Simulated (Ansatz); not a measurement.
# AlGaH (doublet): the correlation ladder, 6-31G

How much of the correlation energy of AlGaH (doublet) does each wave-function method recover here?

Method: 6-31G, core rule «outside noble gas», up to 19 orbitals frozen; program: Ansatz 0.2.0, Gaussian basis.

Plan: UHF; CCSD(T) on ROHF; CCSD(T) on UHF; BCCD(T) on ROHF; CISD; CCSDT(Q) on ROHF; CCSDT(Q) on UHF; CISDTQ; CASSCF and MRCISD+Q, 7 electrons in 9 orbitals; CASSCF and NEVPT2, 7 electrons in 9 orbitals; Full CI.

17 further runs of the same task are left out: 9 that didn't finish, 8 set aside as unsound or not needed.

### 1 The system

The geometry is a PBE0/def2-TZVP stationary point (not a proven minimum). No spin-orbit coupling is included. The filled d shell of Ga may be among the frozen orbitals whatever the setting's name suggests; the logs give the count.

3 atoms, charge 0, spin multiplicity 2.

Atoms are counted from 1 here; the program's logs count them from 0.

Bond lengths: Al1–Ga2 2.671 Å, Al1–H3 1.622 Å. Angles: Ga2–Al1–H3 180.0°.

### 2 UHF

Input file in.yaml:

```yaml
crystal:
  periodic: [false, false, false]
  atoms:
    - {symbol: Al, position_ang: [0.000000, 0.000000, 0.349567]}
    - {symbol: Ga, position_ang: [0.000000, 0.000000, -2.320933]}
    - {symbol: H, position_ang: [0.000000, 0.000000, 1.971367]}
basis:
  gaussian: {orbitals: 6-31G}
magnetization: {spin_polarized: true, initial_magnetization: 1}
hamiltonian: {xc: hf}
output: {orbitals: {seedname: orbitals}}
```

Launch:

```
$ ansatz run in.yaml --threads 1 --pin off --events-out ev --progress --plain --max-ram 2393MiB
```

The runs that follow: CCSD(T) on ROHF; CCSD(T) on UHF; BCCD(T) on ROHF; CISD; CCSDT(Q) on ROHF; CCSDT(Q) on UHF; CISDTQ; CASSCF and MRCISD+Q, 7 electrons in 9 orbitals; CASSCF and NEVPT2, 7 electrons in 9 orbitals; Full CI.

Before running them: what should the planned runs give, taken together? Wanted: FCI below the RHF energy; RMP2 from FCI; UMP2 from FCI; RCCSD from FCI; RCCSD(T) from FCI; UCCSD(T) from FCI; RCCSDT(Q) from FCI; UCCSDT(Q) from FCI; NEVPT2 valence from FCI.

As calculated:

```
                         quantity                                                                                                        value
         FCI below the RHF energy                                                                                                   -2.3034 eV
                    RMP2 from FCI                                                                                                   +783.7 meV
                    UMP2 from FCI                                                                                                   +784.1 meV
                   RCCSD from FCI                                                                                                    +85.7 meV
                RCCSD(T) from FCI                                                                                                    +30.1 meV
                UCCSD(T) from FCI                                                                                                    +30.5 meV
               RCCSDT(Q) from FCI                                                                                                     +1.3 meV
               UCCSDT(Q) from FCI                                                                                                     +1.2 meV
          NEVPT2 valence from FCI                                                                                                   +165.6 meV
        MRCISD+Q valence from FCI                                                                                                     +3.3 meV
levels within 1 kcal/mol (43 meV)  RCCSD(T), UCCSD(T), BCCD(T), RCCSDT, UCCSDT, CISDTQ, RCCSDT(Q), UCCSDT(Q), MRCISD valence, MRCISD+Q valence
                    T1 diagnostic                                                                                                        0.021
   effectively unpaired electrons                                                                                                         1.11
```

RCCSD(T) lands +30.1 meV from the yardstick (1.3 % of the correlation energy). One determinant dominates. Of the multireference levels listed MRCISD+Q valence comes nearest in total energy (+3.3 meV), which doesn't show that its space is the better one. These misses are within one basis, not against nature; the frozen cores of restricted and unrestricted runs differ, which can shift their rows.
